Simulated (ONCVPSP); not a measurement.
# Cu: the cost of one run

Program: ONCVPSP 4.0.1.1 (patched build). Reference atom: PBE, scalar-relativistic, spherical and spin-unpolarised. All values are calculated.

## (1) Settings

The settings as typed:

| Quantity | Value |
| --- | --- |
| element | copper (Cu, Z = 29) |
| type | optimised norm-conserving Vanderbilt (ONCV) |
| frozen core | [Ne] |
| valence charge | 19 |
| reference configuration | 3s2 3p6 3d10 4s0.75 4p0.25 |
| partial waves | 3s+4s: rc 1.00 bohr, ncon 5, nbas 10, qcut 8.7 1/bohr, 2 projectors; 3p+4p: rc 1.25 bohr, ncon 4, nbas 7, qcut 10.4 1/bohr, 2 projectors; 3d: rc 1.45 bohr, ncon 4, nbas 9, qcut 12.4 1/bohr, 1 projector |
| local potential | polynomial inside 0.85 bohr (lpopt 5, dvloc0 0 Ha) |
| core correction | Teter function, fcfact 2, rcfact 1.5 |

An earlier all-electron run gives the scale for the radii.

All-electron outer shells of the reference configuration (PBE, scalar-relativistic, ld1.x):

| shell | level (eV) | outermost node (bohr) | outermost maximum (bohr) |
| --- | --- | --- | --- |
| 2s | -1063.03 | 0.07 | 0.20 |
| 2p | -917.54 | – | 0.16 |
| 3s | -115.30 | 0.29 | 0.61 |
| 3p | -72.75 | 0.26 | 0.62 |
| 3d | -5.64 | – | 0.60 |
| 4s | -5.04 | 0.89 | 2.24 |
| 4p | -1.02 | 0.97 | 3.56 |

## (2) Generating the potential

Cu.dat reads:

```
# ATOM AND REFERENCE CONFIGURATION
# atsym  z   nc   nv     iexc    psfile
  Cu 29.00    3    5        4      upf
#
#   n    l    f
    1    0    2.00
    2    0    2.00
    2    1    6.00
    3    0    2.00
    3    1    6.00
    3    2   10.00
    4    0    0.75
    4    1    0.25
#
# PSEUDOPOTENTIAL AND OPTIMIZATION
# lmax
    2
#
#   l,   rc,      ep,       ncon, nbas, qcut
    0    1.00    0.00    5   10    8.70
    1    1.25    0.00    4    7   10.40
    2    1.45    0.00    4    9   12.40
#
# LOCAL POTENTIAL
# lloc, lpopt,  rc(5),   dvloc0
    4    5    0.85    0.00
#
# VANDERBILT-KLEINMAN-BYLANDER PROJECTORs
# l, nproj, debl
    0    2    3.60
    1    2    0.70
    2    1    1.60
#
# MODEL CORE CHARGE
# icmod, fcfact, rcfact
    3    2.00    1.50
#
# LOG DERIVATIVE ANALYSIS
# epsh1, epsh2, depsh
   -6.00    5.00    0.04
#
# OUTPUT GRID
# rlmax, drl
    6.00    0.01
#
# TEST CONFIGURATIONS
# ncnf
    4
# nvcnf
#   n    l    f
    5
    3    0    2.00
    3    1    6.00
    3    2   10.00
    4    0    1.00
    4    1    0.00
#
    5
    3    0    2.00
    3    1    6.00
    3    2   10.00
    4    0    0.00
    4    1    0.00
#
    5
    3    0    2.00
    3    1    6.00
    3    2    9.00
    4    0    0.00
    4    1    0.00
#
    5
    3    0    2.00
    3    1    6.00
    3    2    9.00
    4    0    1.00
    4    1    1.00
#
```

Run with:

```
$ oncvpsp.x < Cu.dat > Cu.out
```

**Question.** How long does this run take on 1 thread of Neoverse-V2, shared host?

About 3.9 s.
